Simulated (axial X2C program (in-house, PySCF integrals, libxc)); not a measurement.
# RuB: properties at the nuclei

Wanted for RuB: properties at the nuclei, at the two-component level.

The runs use an in-house X2C program for linear molecules on PySCF integrals; two-component X2C with atomic mean-field terms, Ru dyall-cv3z, B dyall-v3z.

All values are calculated.

**1. The job**

Contents of task.json:

```json
{"zs": [44, 5], "q": 0, "bas": ["dyall-cv3z", "dyall-v3z"], "r0": 2.1, "levels": ["PBE0", "HF", "BP86", "B3LYP", "LDA"], "nst": 3}
```

Keys: zs atomic numbers; q charge; bas basis sets; r0 starting distance in Å; levels methods (HF also brings MP2); nst determinants followed.

Started as:

```bash
python soeom.py task.json out
```

Further steps of the session: Expectation values, lowest determinant; Expectation values, a higher determinant; Expectation values, a higher determinant.

Before running it: what results should come out? Wanted: lowest determinant; Eeff magnitude; Ws magnitude Ru; A∥/gI Ru; qzz Ru; higher determinant (for each run or level that gives them).

**Answer**, as computed:

| quantity | value |
| --- | --- |
| lowest determinant | Ω = 5/2 (excess of +ω over −ω: ω = 5/2) |
| Eeff magnitude (GV/cm), PBE0 | 0.712 |
| Ws magnitude Ru (kHz), PBE0 | 0.119 |
| A∥/gI Ru (MHz), PBE0 | 369 |
| qzz Ru (a.u.), PBE0 | -0.08 |
| higher determinant | Ω = 3/2 (excess of +ω over −ω: ω = 3/2) |
| Eeff magnitude (GV/cm), PBE0, higher determinant | 0.662 |
| Ws magnitude Ru (kHz), PBE0, higher determinant | 0.195 |
| A∥/gI Ru (MHz), PBE0, higher determinant | 644 |
| qzz Ru (a.u.), PBE0, higher determinant | -0.20 |
| higher determinant | Ω = 3/2 (excess of +ω over −ω: ω = 1/2, ω = -3/2, ω = 5/2) |
| Eeff magnitude (GV/cm), PBE0, higher determinant | 2.31 |
| Ws magnitude Ru (kHz), PBE0, higher determinant | 0.809 |
| A∥/gI Ru (MHz), PBE0, higher determinant | 1480 |
| qzz Ru (a.u.), PBE0, higher determinant | -4.30 |

In the first state, the effective field runs from 0.265 to 3.19 GV/cm over the mean-field levels, so the levels don't agree on it. The expectation values come from single determinants, which for open shells can mix terms of unlike spin or miss the lowest Ω, so a determinant need not be a state. Eeff is the effective electric field on the electron dipole moment in this Ω state and Ws the scalar–pseudoscalar constant (defined with the proton number Z and per Ω); A∥ is the parallel hyperfine constant, which follows by multiplying with the nuclear g factor gI = μI/(I μN); qzz is the electric field gradient, eQq0 = 234.96 MHz × Q/barn × qzz; μ is positive if B is the positive end. The operators were transformed with the bare-nucleus X2C matrices.
